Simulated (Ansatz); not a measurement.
# TiSi2: the cost of one run

Method: DFT r2SCAN, scalar-relativistic, plane waves, PAW, in Ansatz 0.2.0.

3 further runs of the same task are left out: 1 that didn't finish, 2 set aside as unsound or not needed.

### Step 1. The system as given

The structure is orthorhombic, space group Fddd (No. 70). The conventional cell has a = 4.781 Å, b = 8.232 Å, c = 8.516 Å, α = 90.00°, β = 90.00°, γ = 90.00°. Ti (site symmetry 222) has 10 Si at 2.55 to 2.78 Å in its first shell of neighbours. Si (site symmetry 2) is surrounded by 5 Si at 2.52 to 2.79 Å and 5 Ti at 2.55 to 2.78 Å.

Coordinates:

```cif
data_structure
_symmetry_space_group_name_H-M 'P 1'
_symmetry_Int_Tables_number 1
_cell_length_a 5.9222
_cell_length_b 4.8832
_cell_length_c 4.7597
_cell_angle_alpha 75.769
_cell_angle_beta 53.058
_cell_angle_gamma 51.173
_cell_volume 83.79
loop_
_atom_site_label
_atom_site_type_symbol
_atom_site_fract_x
_atom_site_fract_y
_atom_site_fract_z
_atom_site_occupancy
Ti1 Ti 0.75000 0.75000 0.75000 1
Ti2 Ti 0.50000 0.50000 0.50000 1
Si1 Si 0.08733 0.41267 0.08733 1
Si2 Si 0.41267 0.08733 0.41267 1
Si3 Si 0.16267 0.83733 0.16267 1
Si4 Si 0.83733 0.16267 0.83733 1
```

It is the result of an earlier relaxation at this level (volume 13.96 Å³/atom; gap on the mesh: none (metal)).

### Step 2. The bulk in the cell of the plane

Input file input.yaml:

```yaml
crystal:
  lattice:
    - [4.759736263, 0.0, 0.0]
    - [-2.3588725772, 4.1341032229, 0.0]
    - [1.2004318429, 2.0670516115, 4.2581108951]
  atoms:
    - { symbol: Ti, position: [0.25, 0.75, 0.5] }
    - { symbol: Ti, position: [0.5, 0.5, 0.0] }
    - { symbol: Si, position: [0.9126699719, 0.0873300281, 0.5] }
    - { symbol: Si, position: [0.5873300281, 0.4126699719, 0.5] }
    - { symbol: Si, position: [0.8373300281, 0.1626699719, 0.0] }
    - { symbol: Si, position: [0.1626699719, 0.8373300281, 0.0] }
basis:
  ecutwfc: 500
kpoints:
  mp_grid: { grid: [8, 8, 8] }
hamiltonian:
  xc: r2scan
scf:
  occupations: { method: gaussian, width: 0.1 }
output:
  forces: true
  stress: true
  eigenvalues: true
```

Started as:

```
$ ansatz run input.yaml --threads 2 --pin off --max-ram 5120MiB --backend cpu --events-out ev --progress --plain --runs-dir out
```

Q: Estimate wall time and peak memory on 2 threads of Arm Neoverse V2, shared host.

About 13 s, with a peak of 0.69 GiB.
